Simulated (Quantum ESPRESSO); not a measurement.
BeAl5N under changes of volume

One of the cells (12.808 Å³/atom); the others are scaled copies at fixed shape and fractional positions:

```
Be Al N
1.0
     3.69940    0.00000    0.00000
     0.00000    3.69940    0.00000
     0.00000    0.00000    6.55109
Be Al N
1 5 1
Direct
  0.50000 0.50000 0.00000
  0.00000 0.50000 0.27163
  0.00000 0.50000 0.72837
  0.50000 0.00000 0.27163
  0.50000 0.00000 0.72837
  0.00000 0.00000 0.00000
  0.00000 0.00000 0.50000
```

The cell was built by a generator and needn't be a form met in nature.

| Property | Result |
| --- | --- |
| Program | Quantum ESPRESSO 7.5 |
| Functional | RPBE |
| Dispersion | D3(BJ) |
| Potentials or basis | GBRV 1.5 PBE |
| Cutoff | 612 eV |
| Density cutoff | 4898 eV |
| k mesh | 7 × 7 × 4 |
| Occupations | fermi-dirac, width 0.2 eV |
| Spin | no spin polarisation |

| volume (Å³/atom) | energy over the lowest point (meV/atom) | pressure (GPa) | largest force (eV/Å) |
| --- | --- | --- | --- |
| 12.039 | 0.00 | -1.3 | 1.212 |
| 12.296 | 4.38 | -3.9 | 1.126 |
| 12.552 | ? | ? | ? |
| 12.808 | 24.64 | -8.4 | 0.969 |
| 13.064 | 39.81 | -10.3 | 0.897 |
| 13.320 | 57.94 | -12.1 | 0.829 |
| 13.576 | 78.73 | -13.6 | 0.765 |

Q: What does the run at 12.552 Å³/atom give?

A: Energy over the lowest point 12.71 meV/atom; pressure -6.2 GPa; largest force 1.045 eV/Å.

Worked out: A Birch-Murnaghan fit of order 3 (a polynomial in V^(-2/3)) to the other rows has its minimum at 11.91 Å³/atom, just outside them, with B0 = V·E''(V) = 134 GPa and B' = 3.6 at fixed shape and positions, which overstates the stiffness. It gives 12.71 meV/atom at 12.552 Å³/atom, against the run's 12.71, and -dE/dV = -6.4 GPa, against -6.2.

Energies are extrapolated to zero smearing.

Caveats: the potentials were made for another functional, which shifts forces and pressure; pairwise dispersion overbinds metals, which lowers pressure and volume.
